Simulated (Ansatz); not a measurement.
# Si2H5NF radical: up Jacob's ladder to CCSD(T)

Aim: compute Si2H5NF radical with functionals from several rungs and with coupled cluster, and see how far each lands from CCSD(T) at the basis-set limit for the atomisation energy.

Program: Ansatz 0.2.0, Gaussian basis. Level of theory: functionals in def2-TZVPP, the program's frozen cores in correlated methods. These are calculated values, not measurements.

The runs, in order: PBE-D4, r2SCAN-D4, PBE0-D4, B3LYP-D4, ωB97X-V, ωB97M-V, B2PLYP; CCSD(T)/def2-TZVPP; MP2/def2-QZVPP; extrapolation to the limit.

## Step 1: The geometry

All runs share one geometry, relaxed beforehand with PBE0-D4/def2-TZVP.

SMILES `N[Si](F)[SiH3]`, 9 atoms, charge 0, spin multiplicity 2.

Atoms are counted from 1 here; the program's logs count them from 0.

Bond lengths: N1–Si2 1.718 Å, N1–H5 1.008 Å, N1–H6 1.009 Å, Si2–F3 1.613 Å, Si2–Si4 2.366 Å, Si4–H7 1.490 Å, Si4–H8 1.486 Å, Si4–H9 1.490 Å. Angles: Si2–N1–H5 120.6°, Si2–N1–H6 120.0°, H5–N1–H6 111.6°, N1–Si2–F3 103.8°, N1–Si2–Si4 109.9°, F3–Si2–Si4 110.6°, Si2–Si4–H7 106.4°, Si2–Si4–H8 109.1°, Si2–Si4–H9 114.4°, H7–Si4–H8 108.5°, H7–Si4–H9 108.9°, H8–Si4–H9 109.4°.

Geometry (Å):

| atom | x (Å) | y (Å) | z (Å) |
| --- | --- | --- | --- |
| N1 | -0.4885 | 1.7304 | 0.2262 |
| Si2 | -0.0685 | 0.2644 | 1.0164 |
| F3 | 1.3434 | 0.5976 | 1.7211 |
| Si4 | 0.1851 | -1.4664 | -0.5763 |
| H5 | -1.3592 | 1.8111 | -0.2750 |
| H6 | -0.2028 | 2.6145 | 0.6195 |
| H7 | -1.1173 | -1.5760 | -1.2910 |
| H8 | 0.4432 | -2.7460 | 0.1344 |
| H9 | 1.2646 | -1.2296 | -1.5754 |

## Step 2: PBE-D4 (GGA)

Input file in.yaml:

```yaml
crystal:
  periodic: [false, false, false]
  atoms:
    - {symbol: N, position_ang: [-0.488480, 1.730398, 0.226173]}
    - {symbol: Si, position_ang: [-0.068509, 0.264447, 1.016376]}
    - {symbol: F, position_ang: [1.343371, 0.597634, 1.721124]}
    - {symbol: Si, position_ang: [0.185139, -1.466393, -0.576269]}
    - {symbol: H, position_ang: [-1.359187, 1.811090, -0.275002]}
    - {symbol: H, position_ang: [-0.202827, 2.614450, 0.619537]}
    - {symbol: H, position_ang: [-1.117305, -1.575998, -1.290970]}
    - {symbol: H, position_ang: [0.443222, -2.746029, 0.134393]}
    - {symbol: H, position_ang: [1.264586, -1.229609, -1.575371]}
basis:
  gaussian: {orbitals: def2-TZVPP}
magnetization: {spin_polarized: true, initial_magnetization: 1}
hamiltonian: {xc: pbe, dispersion: d4}
output: {forces: true, orbitals: {seedname: orbitals}}
```

On the command line:

```
> ansatz run in.yaml --threads 2 --pin off --events-out ev --progress --plain --max-ram 32768MiB --backend cpu
```

The runs that follow: r2SCAN-D4 (meta-GGA); PBE0-D4 (hybrid); B3LYP-D4 (hybrid); ωB97X-V (range-separated); ωB97M-V (range-separated); B2PLYP (double hybrid); CCSD(T) in def2-TZVPP; MP2 in def2-QZVPP.

Q: Predict the results of all the runs planned. Wanted: atomisation energy, CCSD(T)/CBS; farthest; mean size of error, hybrid; mean size of error, range-separated; gap, smallest and largest; T1 diagnostic; triples share of the correlation energy.

**Answer**, as computed:

```
                               quantity                                value
        atomisation energy, CCSD(T)/CBS                        2906.9 kJ/mol
 functionals within 14.5 kJ/mol (0.5 %)         r2SCAN-D4, B3LYP-D4, ωB97M-V
                               farthest                B2PLYP (-39.1 kJ/mol)
             mean size of error, hybrid                          16.7 kJ/mol
    mean size of error, range-separated                          10.7 kJ/mol
              gap, smallest and largest  1.35 eV (PBE-D4), 7.23 eV (ωB97X-V)
                          T1 diagnostic                               0.0156
triples share of the correlation energy                                3.3 %
```

**Reading.** PBE-D4 is off by +22.3 kJ/mol, about 2.8 kJ/mol a bond. Double hybrids carry the basis error of their MP2 part in triple zeta, and no dispersion term here, so their miss is partly the set-up's. Misses under about 14.5 kJ/mol are within the doubt on the reference itself, which lacks core-valence correlation, relativity and higher excitations. Hartree-Fock recovers 72 % of the binding; the rest is correlation. Orbital gaps span 1.4 to 7.2 eV; exact exchange widens them.
